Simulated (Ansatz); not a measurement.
# HfIn4SiO6 (C2) in Ansatz: single point with HSE06

Aim: the single point of HfIn4SiO6 with HSE06.

Everything below comes from runs of Ansatz 0.2.0. Logs are shortened: lines on timing, memory, paths and dates and some standing lists are left out, and cuts for length are marked.

## 1. The structure

Symmetry: C2, No. 5, monoclinic system. The conventional cell has a = 5.432 Å, b = 9.407 Å, c = 7.636 Å, α = 90.00°, β = 104.07°, γ = 90.00°. Hf (site symmetry 2) is surrounded by 6 O at 2.13 to 2.14 Å. Around In (site symmetry 2) lie 2 O at 2.73 Å and 4 In at 3.12 Å. Around In (site symmetry 2) lie 6 O at 2.23 Å. In (site symmetry 2) is surrounded by 2 O at 2.73 Å and 3 In at 3.07 to 3.12 Å. In (site symmetry 2) has 2 O at 2.73 Å and 3 In at 3.07 to 3.12 Å as nearest neighbours. Si (site symmetry 2) is surrounded by 6 O at 1.85 Å. Around O (site symmetry 1) lie 1 Si at 1.85 Å. O (site symmetry 1) has 1 Si at 1.85 Å as nearest neighbours.

The cell was built by a generator and needn't be a form met in nature.

## 2. Single point, HSE06

input.yaml reads:

```yaml
crystal:
  lattice:
    - [2.71585, -4.70357, 0.00833]
    - [2.71585, 4.70357, 0.00833]
    - [-1.87915, 0.0, 7.40127]
  atoms:
    - { symbol: Hf, position: [0.78835, 0.21165, 0.0] }
    - { symbol: In, position: [0.62175, 0.37825, 0.5] }
    - { symbol: In, position: [0.45502, 0.54498, 0.0] }
    - { symbol: In, position: [0.28407, 0.71593, 0.5] }
    - { symbol: In, position: [0.95814, 0.04186, 0.5] }
    - { symbol: Si, position: [0.12168, 0.87832, 0.0] }
    - { symbol: O, position: [0.06219, 0.11415, 0.86666] }
    - { symbol: O, position: [0.88585, 0.93781, 0.13334] }
    - { symbol: O, position: [0.7949, 0.53784, 0.86663] }
    - { symbol: O, position: [0.46216, 0.2051, 0.13337] }
    - { symbol: O, position: [0.15352, 0.62879, 0.13333] }
    - { symbol: O, position: [0.37121, 0.84648, 0.86667] }
hamiltonian:
  xc: hse06
  pseudopotentials: { kind: paw }
kpoints:
  mp_grid: { grid: [3, 3, 2] }
scf:
  occupations: { method: fermi_dirac, width: 0.05 }
output:
  forces: true
  stress: true
  eigenvalues: true
```

Potentials or basis: Ansatz PAW.

Run with:

```
$ ansatz run input.yaml --threads 8 --pin off --max-ram 20480MiB --backend cpu --events-out ev --progress --plain --runs-dir out
```

The program printed:

```text
Warning: output.stress: scf.convergence.dr2_threshold = 1e-7 eV (the SCF's general default) is looser than the 1.2e-9 eV advised for a printed stress (1e-10 eV for each atom of the cell: 12). What an SCF threshold leaves in a stress goes as its square root, and in the free energy as the threshold itself, and one threshold admits the most on a small cell: of the crystals measured, under no hybrid functional and no lock of the moments, on runs that ended without the residual-converged pass, on stresses that held no estimate of that error, the worst erred by over 100 MPa in a component at 1e-7 eV an atom and by under 5 at 1e-10. Set scf.convergence.dr2_threshold to 1.2e-9 eV or tighter. The threshold is an SCF's pass mark: one that does not reach it within its budget of iterations ends unconverged, or closes short of it on a stop that the run arms, and scf.convergence.dr2_threshold's page says what that costs each kind of run
Warning: output.stress: scf.exx.energy_threshold = 1e-6 eV is looser than the 1.2e-7 eV advised for a stress under a hybrid functional (1e-8 eV for each atom of the cell: 12). Every SCF of the exchange loop can meet its threshold on dr2 while the loop round them stops early: no threshold on dr2 bounds what that leaves in the stress. Set scf.exx.energy_threshold to 1.2e-7 eV or tighter. The threshold is the loop's pass mark: a loop that does not reach it within its budget of cycles ends unconverged, and scf.exx.energy_threshold's page has the law
Warning: RAYON_NUM_THREADS=8 ignored (pool sized by the plan → 8); use --threads N
Engine: ansatz 0.2.0, x86_64-unknown-linux-gnu
Pseudopotentials: kind: paw
Pseudopotential: Hf, paw, valence charge 26, recommended cutoff 420 eV (normal), Hf.paw.azcp
Pseudopotential: In, paw, valence charge 13, recommended cutoff 420 eV (normal), In.paw.azcp
Pseudopotential: Si, paw, valence charge 4, recommended cutoff 420 eV (normal), Si.paw.azcp
Pseudopotential: O, paw, valence charge 6, recommended cutoff 420 eV (normal), O.paw.azcp
Functional definition: HSE06
  parameter a = 0.25
  parameter omega = 0.11/bohr
  exchange = pbe_x - a*pbe_x_sr(omega) + a*exact_x_sr(omega)
  correlation = pbe_c
Crystal: 12 atoms, lattice volume = 189.238 Å³
Basis set: ecut = 420 eV, 3681 PW (Γ), exchange–correlation on 80×80×108 points (8 copies of the dense FFT grid, shifted against one another)
Bands: 71, of which v1, the nominal top of the filled ones, is band 59 counted from 1 (58 counted from 0)
Symmetry: 2 space group operations
Space group: C2 (ITA 5), of the structure as read, at distance tolerance 5.7e-5 Å
k-points: 8 of 18 (time reversal used)
Non-local potential: Hf, projectors of the file, l = 0: 3, l = 1: 2, l = 2: 2, l = 3: 3
Non-local potential: In, projectors of the file, l = 0: 2, l = 1: 2, l = 2: 2, l = 3: 2
Non-local potential: Si, projectors of the file, l = 0: 2, l = 1: 2, l = 2: 2
Non-local potential: O, projectors of the file, l = 0: 2, l = 1: 2, l = 2: 1
PAW form: soft (Blöchl's): semilocal exchange-correlation on the pseudo side does not see the compensation charge
PAW frozen core: Hf, regenerated for the run's functional, and the local potential with it (the file was generated under x = pbe(κ = 0.804, μ = 0.2195149727645171), c = pbe(β = 0.06672455060314922))
PAW frozen core: In, regenerated for the run's functional, and the local potential with it (the file was generated under x = pbe(κ = 0.804, μ = 0.2195149727645171), c = pbe(β = 0.06672455060314922))
PAW frozen core: Si, regenerated for the run's functional, and the local potential with it (the file was generated under x = pbe(κ = 0.804, μ = 0.2195149727645171), c = pbe(β = 0.06672455060314922))
PAW frozen core: O, regenerated for the run's functional, and the local potential with it (the file was generated under x = pbe(κ = 0.804, μ = 0.2195149727645171), c = pbe(β = 0.06672455060314922))
PAW one-centre angular grid: Hf, 590 points (default); XC on 64 Gauss nodes
PAW one-centre angular grid: In, 590 points (default); XC on 64 Gauss nodes
PAW one-centre angular grid: Si, 110 points (default); XC on 64 Gauss nodes
PAW one-centre angular grid: O, 110 points (default); XC on 96 Gauss nodes
Initial density: superposition of atomic densities (neutral atoms: chi_scale 0, normalization atom), corrected by the library's trained network
Initial wavefunctions: pseudopotential atomic-orbital guess
Functional: x = pbe(κ = 0.804, μ = 0.2195149727645171), c = pbe(β = 0.06672455060314922), warm-up for x = pbe(κ = 0.804, μ = 0.2195149727645171) + 0.25 (exact − pbe) at short range (hse, ω = 0.20786987370883472 Å⁻¹), c = pbe(β = 0.06672455060314922); HSE06 as pw.x's `hse` composes it (authors' and Libxc's form: `xc: wpbeh`)
SCF iter   1: F=—  HF=-42159.578669 eV  |F-HF|=—  |Δ(HF+E_count)|=         —  Δρ=5.00e-3  dr2=1.75e-1  ethr=1.77e-3  ⟨swp⟩=7.4  Hψ=2497  notcnv=0
preconditioner: auto → Kerker (q_TF=auto, 2.522 Å⁻¹)  [metal: Δε(μ)=0.106 eV  Ē_g=14.471 eV  σ=0.050 eV  W_gap=0.44  n_scr=46 (ndim 8)  ℏωp=28.3 eV  f_vac=0.026  D(μ)=2.50/eV (n_scr^D=12)]
SCF iter   2: F=—  HF=-42159.559205 eV  |F-HF|=—  |Δ(HF+E_count)|=   1.95e-2  Δρ=2.99e-3  dr2=1.11e-1  ethr=1.48e-4  ⟨swp⟩=5.0  Hψ=1198  notcnv=0  defer=11
SCF iter   3: F=—  HF=-42159.537403 eV  |F-HF|=—  |Δ(HF+E_count)|=   2.18e-2  Δρ=2.06e-3  dr2=5.16e-2  ethr=9.40e-5  ⟨swp⟩=4.8  Hψ=1252  notcnv=0  defer=12
[... 45 lines left out ...]
SCF 3 converged in 10 iterations: F = -42174.645859 eV  dr2 = 1.68e-9
  Residual-converged pass: ⟨swp⟩=4.0  Hψ=1548  notcnv=0  max |occ|·‖R‖ = 2.6e-7 eV (tolerance 2.7e-7 eV)  dr2=1.64e-9  dr2_onsite=6.27e-11  max |Δocc| = 1.4e-12
hybrid outer 2: dexx = +3.737e-6 eV, tail = 1.60e-7 eV, Δε = 5.66e-3 eV (about 2.12e-4 eV left of the loop's levels), ΔF = 5.95e-3 eV/Å (tail 9.43e-4)
Exchange kernel: α = 0.2500, screened, ω = 0.2079 Å⁻¹, Wigner–Seitz truncation, v(0) = 1031.4573 eV·Å³, q-mesh 3×3×2, nearest image of the exchange supercell L = 15.27 Å, pair-density grid 24×24×36, without the augmentation charges, whose exchange is taken in its separable form by FFT convolution over the k-point mesh (sized by the pseudopotential files, 32×32×50 at the most), smooth part of the exact exchange by density-matrix convolution
Frozen-core exchange: fock
SCF iter   1: F=—  HF=-42174.645859 eV  |F-HF|=—  |Δ(HF+E_count)|=         —  Δρ=2.54e-6  dr2=7.10e-9  ethr=6.77e-10  ⟨swp⟩=13.1  Hψ=1378  notcnv=0
preconditioner: auto → Kerker (q_TF=auto, 2.522 Å⁻¹)  [metal: Δε(μ)=0.135 eV  Ē_g=16.972 eV  σ=0.050 eV  W_gap=0.48  n_scr=46 (ndim 8)  ℏωp=28.3 eV  f_vac=0.031  D(μ)=2.10/eV (n_scr^D=8)]
SCF iter   2: F=—  HF=-42174.645859 eV  |F-HF|=—  |Δ(HF+E_count)|=   2.66e-9  Δρ=1.74e-6  dr2=6.02e-9  ethr=5.67e-12  ⟨swp⟩=4.9  Hψ=1500  notcnv=0  defer=5
SCF iter   3: F=-42174.645859 eV  HF=-42174.645859 eV  |F-HF|=1.62e-9  |Δ(HF+E_count)|=   1.13e-9  Δρ=8.12e-7  dr2=2.22e-9  ethr=5.06e-12  ⟨swp⟩=2.9  Hψ=1063  notcnv=0  defer=9
SCF 4 converged in 3 iterations: F = -42174.645859 eV  dr2 = 2.22e-9
  Residual-converged pass: ⟨swp⟩=3.8  Hψ=1531  notcnv=0  max |occ|·‖R‖ = 2.6e-7 eV (tolerance 2.7e-7 eV)  dr2=2.16e-9  dr2_onsite=1.22e-10  max |Δocc| = 1.9e-12
hybrid outer 3: dexx = +3.768e-9 eV, tail = 5.06e-9 eV, Δε = 1.18e-4 eV (about 3.60e-5 eV left of the loop's levels), ΔF = 3.51e-5 eV/Å (tail 2.84e-4)
hybrid SCF converged: 3 outer / 20 inner (+14 warm-up), last move |dexx| = 3.77e-9 eV, tail = 5.06e-9 eV
Stability not checked: this state was not tested for a lower state beside it, because the functional holds exact exchange (a hybrid, or Hartree-Fock), whose exchange loop this test does not read (fock_operator; see scf.lower_state_search)
Free energy (F): -42174.645859 eV
Frozen-core exchange: fock
Harris-Foulkes:  -42174.645859 eV  (|F-HF|=1.62e-9)
Internal energy: -42174.629532 eV  (E = F + TS)
E sigma→0 (E₀):  -42174.637695 eV
Entropy (-TS):   -0.016327 eV (-1.361 meV/atom)
Fermi energy:    10.981192 eV
--- Per-component energies (eV) ---
  E_band       = -532.158706
  E_kinetic    = 2489.298668
  E_local      = -14819.884993  (includes V_loc(G=0)·N_el)
  E_nonlocal   = 512.278273
  E_hartree    = 6397.136440
  E_xc         = -1321.378271
  E_vxc        = -1015.860029  (∫ρ·V_xc dr)
  E_exx        = -366.731065  (= α·E_x^exact, valence–valence)
  E_paw        = -24981.801228  (= ΣΔE_a)
  E_vpaw       = 241.181654  (= ΣTr[D̂ρ^β])
  E_aug_tail   = 0.014558  (compensation charges beyond the density's cutoff)
  E_ewald      = -10086.539776
  E_core_change = 2.977861  (= ΣΔE_core)
  E_smearing   = -0.016327  (= −TS)
  E_closure    = 0.000002  (closes the sum)
  Σ components = -42174.645859   (vs F -42174.645859, Δ=7.28e-12)
--- Forces (eV/Å), atoms counted from 1 ---
  atom   1  Hf     0.00000000    -0.00581296    -0.00000000
  atom   2  In    -0.00000000    -0.16496082     0.00000000
  atom   3  In    -0.00000000     0.00633620     0.00000000
  atom   4  In     0.00000000     0.45006982     0.00000000
  atom   5  In     0.00000000    -0.29268467    -0.00000000
  atom   6  Si    -0.00000000     0.00132815     0.00000000
  atom   7  O      0.11417525    -0.01063366     0.55601020
  atom   8  O     -0.11417525    -0.01063366    -0.55601020
  atom   9  O     -0.04672512     0.11434228     0.54875661
  atom  10  O      0.04672512     0.11434228    -0.54875661
  atom  11  O      0.07083485    -0.10084754    -0.56043137
  atom  12  O     -0.07083485    -0.10084754     0.56043137
  max |Σ_I F_I| component: 2.10e-6 eV/Å
--- Stress (GPa, compression-positive) ---
       -4.743822       0.000000      -0.002184
        0.000000      -5.212056      -0.000000
       -0.002184      -0.000000      -2.561043
  P = ⅓ Tr σ = -4.1723 GPa (-41.723 kbar)
--- Band table (eV; the first three rows and the last of 8) ---
  k-point 0: bands = ["-56.6873", "-24.1072", "-24.1068", "-24.0761", "-13.4524", "-11.9092", "-11.9061", "-11.1967", "-10.9947", "-10.9819", "-7.0835", "-7.0830", "-7.0825", "-6.8879", "-6.8837", "-6.5647", "-6.5558", "-6.5558", "-6.5139", "-6.5130", "-6.5055", "-6.4990", "-5.9338", "-5.7265", "-5.7224", "-5.7065", "-5.7064", "-5.6979", "-5.6960", "-5.5857", "-5.5733", "-5.5615", "-5.5487", "-5.5365", "-5.5225", "-5.5007", "-5.4989", "-0.5112", "1.1983", "1.7531", "1.7553", "2.7739", "2.8208", "3.1645", "3.1670", "3.9490", "3.9622", "3.9681", "5.0807", "5.2577", "5.3370", "5.5514", "5.6961", "5.7199", "6.1587", "6.2204", "10.2396", "10.4154", "10.6721", "10.7544", "11.0290", "11.0352", "11.8664", "12.1466", "13.3532", "13.7258", "13.7615", "15.7296", "16.9121", "17.4507", "17.6151"]
  k-point 1: bands = ["-56.6873", "-24.1072", "-24.1068", "-24.0761", "-13.4474", "-11.9126", "-11.9028", "-11.2095", "-10.9918", "-10.9847", "-7.0833", "-7.0832", "-7.0799", "-6.8880", "-6.8836", "-6.5652", "-6.5559", "-6.5557", "-6.5139", "-6.5130", "-6.5051", "-6.5007", "-5.9201", "-5.7265", "-5.7224", "-5.7063", "-5.7054", "-5.6989", "-5.6963", "-5.5883", "-5.5688", "-5.5615", "-5.5487", "-5.5398", "-5.5205", "-5.5010", "-5.4990", "-0.4375", "1.6320", "1.7504", "1.7586", "2.0856", "2.8422", "3.1637", "3.1687", "3.2313", "3.9582", "3.9681", "5.2587", "5.3361", "5.5338", "5.6925", "5.7249", "6.1536", "6.2224", "6.4988", "10.0532", "10.2445", "10.4187", "10.8500", "10.8597", "10.9943", "11.0520", "13.1325", "13.7248", "13.7615", "13.8479", "15.0546", "16.9039", "17.4411", "17.6169"]
  k-point 2: bands = ["-56.6873", "-24.1147", "-24.1084", "-24.0755", "-13.1005", "-12.0689", "-11.7413", "-11.3885", "-11.2755", "-10.9803", "-7.0914", "-7.0773", "-7.0752", "-6.8908", "-6.8832", "-6.5629", "-6.5575", "-6.5556", "-6.5271", "-6.5194", "-6.4949", "-6.4808", "-5.9220", "-5.8384", "-5.7812", "-5.7676", "-5.7499", "-5.7259", "-5.6819", "-5.6099", "-5.5915", "-5.5808", "-5.5638", "-5.5219", "-5.4919", "-5.3579", "-5.2889", "-0.1628", "1.4779", "1.9475", "2.0355", "2.0840", "2.4732", "3.1802", "3.5621", "3.7848", "4.3062", "4.6505", "4.7729", "4.8374", "5.2305", "5.3531", "5.6230", "5.8977", "5.9619", "6.3096", "6.8550", "8.7545", "9.0407", "12.2501", "12.9171", "13.0734", "13.5960", "13.7220", "13.9810", "14.6192", "14.7828", "15.9852", "16.3015", "16.6388", "17.0893"]
  k-point 7: bands = ["-56.6873", "-24.1150", "-24.1081", "-24.0755", "-13.0963", "-12.0629", "-11.7489", "-11.3913", "-11.2762", "-10.9855", "-7.0914", "-7.0774", "-7.0733", "-6.8902", "-6.8867", "-6.5632", "-6.5573", "-6.5558", "-6.5271", "-6.5195", "-6.4947", "-6.4832", "-5.9234", "-5.8260", "-5.7800", "-5.7619", "-5.7502", "-5.7271", "-5.6763", "-5.6112", "-5.5991", "-5.5703", "-5.5689", "-5.5237", "-5.4932", "-5.3524", "-5.2913", "-0.1345", "1.5942", "1.8661", "2.0309", "2.3229", "2.3904", "2.8951", "3.4148", "3.7352", "4.3026", "4.6609", "4.7272", "4.8005", "5.2560", "5.4021", "5.4229", "5.9220", "6.0965", "6.7221", "6.9302", "8.7491", "9.0476", "11.5138", "13.0575", "13.4844", "13.5893", "13.9720", "14.0127", "14.6964", "14.9669", "15.4684", "16.1959", "16.6197", "17.0316"]
```

It took 45 s on 8 threads of AMD EPYC 7R13 (Zen 3), shared host; peak memory 2.5 GiB.

Results:

| Property | Result |
| --- | --- |
| Free energy | -42174.6459 eV |
| Pressure | -4.2 GPa |
| Largest force | 0.574 eV/Å |
| Band gap on the k mesh | none (metal or under the smearing width) |

Forces in eV/Å, atoms in the order of the input:
```
Hf   0.000 -0.006  0.000
In   0.000 -0.165  0.000
In   0.000  0.006  0.000
In   0.000  0.450  0.000
In   0.000 -0.293  0.000
Si   0.000  0.001  0.000
O    0.114 -0.011  0.556
O   -0.114 -0.011 -0.556
O   -0.047  0.114  0.549
O    0.047  0.114 -0.549
O    0.071 -0.101 -0.560
O   -0.071 -0.101  0.560
```

Stress tensor (GPa, compression positive):
```
-4.74  0.00  0.00
 0.00 -5.21  0.00
 0.00  0.00 -2.56
```

Caveat: the k mesh is coarse (spacing up to 0.46 Å⁻¹), so the values aren't converged, least of all with exact exchange; the pressure holds a Pulay correction of +0.3 GPa for the finite cutoff; the PAW data sets come from PBE, with cores solved anew for the run's functional, which leaves a small shift of forces and pressure; the thresholds are loose for stress.
